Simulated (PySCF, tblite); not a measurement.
# C6H14N2Si: geometry, infrared bands and NMR shifts

Aim: predict the infrared bands and NMR shifts of C6H14N2Si (`C=CN([SiH3])/N=C\CCC`).

The runs use tblite 0.8.0 and PySCF 2.14.0, with density-fitted response routines of our own; the level of theory stands in each step. All values are computed, except where a source is named. Atoms count from 0, in the outputs and in this text.

## Step 1: The starting structure

23 atoms, charge 0, multiplicity 1; geometry from: force field or distance geometry start.

Bonds of the start (Å): C0–C1 1.33, C1–N2 1.44, N2–Si3 1.80, N2–N4 1.39, N4–C5 1.29, C5–C6 1.47, C6–C7 1.53, C7–C8 1.51, C0–H9 1.11, C0–H10 1.10, C1–H11 1.07, Si3–H12 1.49, Si3–H13 1.48, Si3–H14 1.47, C5–H15 1.11, C6–H16 1.13, C6–H17 1.09, C7–H18 1.10, C7–H19 1.12, C8–H20 1.10, C8–H21 1.14, C8–H22 1.09.

## Step 2: Geometry optimisation with GFN2-xTB

Job settings and geometry (Å):

```
{"job": {"kind": "relax", "xc": "GFN2-xTB", "basis": "xTB"}, "charge": 0, "multiplicity": 1}
C     -3.771800    -1.284700    -0.051900
C     -2.578500    -1.049300    -0.600400
N     -1.660000    -0.328000     0.246400
Si    -1.612200     1.467300     0.122400
N     -0.865800    -1.065400     1.124300
C      0.406100    -0.867900     1.089200
C      1.096900     0.087200     0.202900
C      2.568600    -0.318200     0.169700
C      3.309500     0.634000    -0.739000
H     -3.968400    -0.896500     0.969300
H     -4.555000    -1.828600    -0.592700
H     -2.316600    -1.402100    -1.579800
H     -3.020900     1.928300     0.006700
H     -0.935500     1.912600    -1.115900
H     -1.049500     2.091700     1.328500
H      1.010700    -1.463500     1.803500
H      1.119700     1.114500     0.675300
H      0.694900     0.165700    -0.808600
H      3.044500    -0.260000     1.159100
H      2.695800    -1.364700    -0.193600
H      4.326300     0.866600    -0.387200
H      2.766300     1.632200    -0.781900
H      3.290500     0.255700    -1.763100
```

Started as:

```
> OMP_NUM_THREADS=1 python probes_run.py task.json out
```

This one command runs all jobs of the session in turn.

**Question.** This job is followed by: GFN2-xTB harmonic vibrations, gas phase; GIAO PBE0/pcSseg-1 NMR shielding, non-relativistic, gas phase. What will the session give for the following? strongest single infrared mode (GFN2-xTB); zero-point energy (GFN2-xTB); 13C shifts against TMS (PBE0/pcSseg-1); 1H shifts against TMS (PBE0/pcSseg-1, means over atoms taken as alike); 15N shifts against NH3 (PBE0/pcSseg-1); 29Si shifts against TMS (PBE0/pcSseg-1).

**Answer**, as computed:

| quantity | value |
| --- | --- |
| strongest single infrared mode (GFN2-xTB) | 2289 cm⁻¹, 332 km/mol |
| zero-point energy (GFN2-xTB) | 116.9 kcal/mol |
| 13C shifts against TMS (PBE0/pcSseg-1) | 156.6, 146.4, 89.1, 38.9, 26.7, 16.9 ppm |
| 1H shifts against TMS (PBE0/pcSseg-1, means over atoms taken as alike) | 7.17, 6.59, 4.83, 4.32, 4.12, 2.17, 1.45, 1.13 ppm |
| 15N shifts against NH3 (PBE0/pcSseg-1) | 394.3, 152.1 ppm |
| 29Si shifts against TMS (PBE0/pcSseg-1) | -60.4 ppm |

The optimisation took 253 steps and gained 1.119 eV; among the close pairs (by a distance rule), C1–N2 changed most, from 1.443 to 1.389 Å. All 63 modes are real, so the xTB geometry is a minimum. The strongest single mode, at 2289 cm⁻¹, moves mainly H12. Unscaled tight-binding wavenumbers are off by several per cent, some by more. Its intensities can rank the bands wrongly. C1 (alkene carbon bearing nitrogen) lies farthest downfield among carbon, at 156.6 ppm; an sp2 carbon further deshielded by the attached heteroatom. The most deshielded hydrogen is H11 (hydrogen on an alkene carbon bearing nitrogen), at 7.17 ppm: olefinic region. At PBE0/pcSseg-1: The largest span, 555 ppm, is at N4, where the paramagnetic term is -449 ppm.
